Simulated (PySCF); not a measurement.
# FeH3O3 (sextet) at other levels of theory

What do other methods print for FeH3O3 (sextet)?

Computed with PySCF 2.14.0. Level: method and basis as typed in the scripts.

7 further runs of the same task are left out: 7 that didn't finish.

**1. The system as given**

FeH3O3 (sextet): 7 atoms, charge 0, spin multiplicity 6.

Bond lengths: Fe1–O2 1.811 Å, Fe1–O3 1.811 Å, Fe1–O4 1.811 Å, O2–H5 0.976 Å, O3–H6 0.976 Å, O4–H7 0.976 Å. Angles: O2–Fe1–O3 120.0°, O2–Fe1–O4 120.0°, O3–Fe1–O4 120.0°, Fe1–O2–H5 119.8°, Fe1–O3–H6 119.8°, Fe1–O4–H7 119.8°.

**2. The base run**

input.py reads:

```python
from pyscf import gto, scf, mp

mol = gto.M(
    atom='Fe 0 0 0; O 1.8109 0.0238 0; O -0.9261 1.5564 0; O -0.8848 -1.5802 0; H 2.3067 -0.8168 0; H -0.4459 2.406 0; H -1.8607 -1.5892 0',
    basis='lanl2dz',
    ecp={'Fe': 'lanl2dz'},
    charge=0,
    spin=5,
    verbose=3,
)
mf = scf.UHF(mol)
mf.level_shift = 0.3
mf.kernel()
mp.MP2(mf, frozen=3).kernel()
mf.dip_moment()
print('orbital energies (hartree):', [e[max(0, n-3):n+3].round(4) for e, n in zip(mf.mo_energy, mol.nelec)])
```

The run is started by

```sh
OMP_NUM_THREADS=1 python input.py
```

**3. Stability test**

Run 1 changes step after the SCF: mp2 → stability.

Edit input.py of step 2 so:

```diff
@@ -1,2 +1,2 @@
-from pyscf import gto, scf, mp
+from pyscf import gto, scf
 
@@ -13,3 +13,3 @@
 mf.kernel()
-mp.MP2(mf, frozen=3).kernel()
+mf.stability(internal=True, external=True)
 mf.dip_moment()
```

**4. TDA**

Run 2 changes step after the SCF: mp2 → tda; number of roots: none → 6.

Edit input.py of step 2 so:

```diff
@@ -1,2 +1,2 @@
-from pyscf import gto, scf, mp
+from pyscf import gto, scf, tdscf
 
@@ -13,3 +13,6 @@
 mf.kernel()
-mp.MP2(mf, frozen=3).kernel()
+td = tdscf.TDA(mf)
+td.nstates = 6
+td.kernel()
+td.analyze(verbose=3)
 mf.dip_moment()
```

**Question.** What will these runs give? Wanted: for each run, E(SCF); from base; SCF dipole; after the SCF.

**Answer**, as computed:

| run | E(SCF) (hartree) | from base (eV) | SCF dipole (D) | after the SCF |
| --- | --- | --- | --- | --- |
| base | -348.985834 | 0 | 0.00 | MP2 correlation -13.076 eV, core frozen |
| stability test | -348.985834 | 0.0000 | 0.00 | stable |
| TDA | -348.985834 | 0.0000 | 0.00 | lowest root found 6.21 eV |

In words: The dearest run is “TDA”, at 9.3 s against 2.7 s.
